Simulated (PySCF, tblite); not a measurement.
**C3H7GeN3: geometry, infrared bands and NMR shifts**

Aim: predict the infrared bands and NMR shifts of C3H7GeN3 (`Cc1ncn[n]1[GeH3]`).

Computed with tblite 0.8.0 and PySCF 2.14.0, with density-fitted response routines of our own, on a single molecule in the gas phase. Atoms are numbered from 0 throughout.

## 1. The molecule as given

14 atoms, charge 0, multiplicity 1; geometry from: force field or distance geometry start.

Bonds of the start (Å): C0–C1 1.49, C1–N2 1.34, N2–C3 1.34, C3–N4 1.35, N4–N5 1.32, N5–Ge6 1.87, N5–C1 1.35, C0–H7 1.11, C0–H8 1.11, C0–H9 1.10, C3–H10 1.09, Ge6–H11 1.54, Ge6–H12 1.54, Ge6–H13 1.55.

## 2. Relaxing the molecule with GFN2-xTB

Job settings and geometry (Å):

```
{"job": {"kind": "relax", "xc": "GFN2-xTB", "basis": "xTB"}, "charge": 0, "multiplicity": 1}
C     -0.317300     1.784500     0.188700
C     -0.750600     0.357600     0.216400
N     -1.968600    -0.059100     0.590400
C     -1.877700    -1.391700     0.469100
N     -0.654200    -1.797200     0.082100
N      0.038500    -0.688400    -0.092500
Ge     1.846400    -0.647400    -0.584000
H     -0.031600     2.069800    -0.841300
H     -1.156200     2.437400     0.519900
H      0.535300     1.939600     0.871700
H     -2.690300    -2.083400     0.693600
H      2.089900     0.525500    -1.553400
H      2.213600    -1.982200    -1.267400
H      2.722000    -0.465400     0.684700
```

The run is started by

```sh
$ OMP_NUM_THREADS=1 python probes_run.py task.json out
```

One launch serves the whole session: the jobs run in the order shown.

**Question.** This job is followed by: GFN2-xTB harmonic vibrations, gas phase; GIAO PBE0/pcSseg-1 NMR shielding, non-relativistic, gas phase. Predict these results of the whole session: strongest single infrared mode (GFN2-xTB); zero-point energy (GFN2-xTB); 13C shifts against TMS (PBE0/pcSseg-1); 1H shifts against TMS (PBE0/pcSseg-1, means over atoms taken as alike); 15N shifts against NH3 (PBE0/pcSseg-1); 73Ge shifts against GeMe4 (PBE0/pcSseg-1).

The runs gave:

```
                                                              quantity                    value
                             strongest single infrared mode (GFN2-xTB)    2062 cm⁻¹, 421 km/mol
                                          zero-point energy (GFN2-xTB)            60.5 kcal/mol
                                13C shifts against TMS (PBE0/pcSseg-1)   162.0, 157.3, 15.0 ppm
1H shifts against TMS (PBE0/pcSseg-1, means over atoms taken as alike)     7.85, 5.09, 2.62 ppm
                                15N shifts against NH3 (PBE0/pcSseg-1)  349.0, 294.7, 223.7 ppm
                             73Ge shifts against GeMe4 (PBE0/pcSseg-1)                 -153 ppm
```

What this shows: Relaxing lowered the energy by 0.243 eV in 41 steps; the close pair that moved most is Ge6–H12, from 1.544 to 1.480 Å. The lowest mode is imaginary (27i cm⁻¹), so the xTB geometry is not a minimum. The strongest single mode, at 2062 cm⁻¹, moves mainly H11 and H13. Unscaled tight-binding wavenumbers are off by several per cent, some by more. Its intensities can rank the bands wrongly. NICS(1)zz of -31 ppm above the planar ring from C1 marks a diatropic (aromatic) ring current. Spin-orbit coupling is left out, which matters for shieldings and couplings at and beside the heavy atoms.
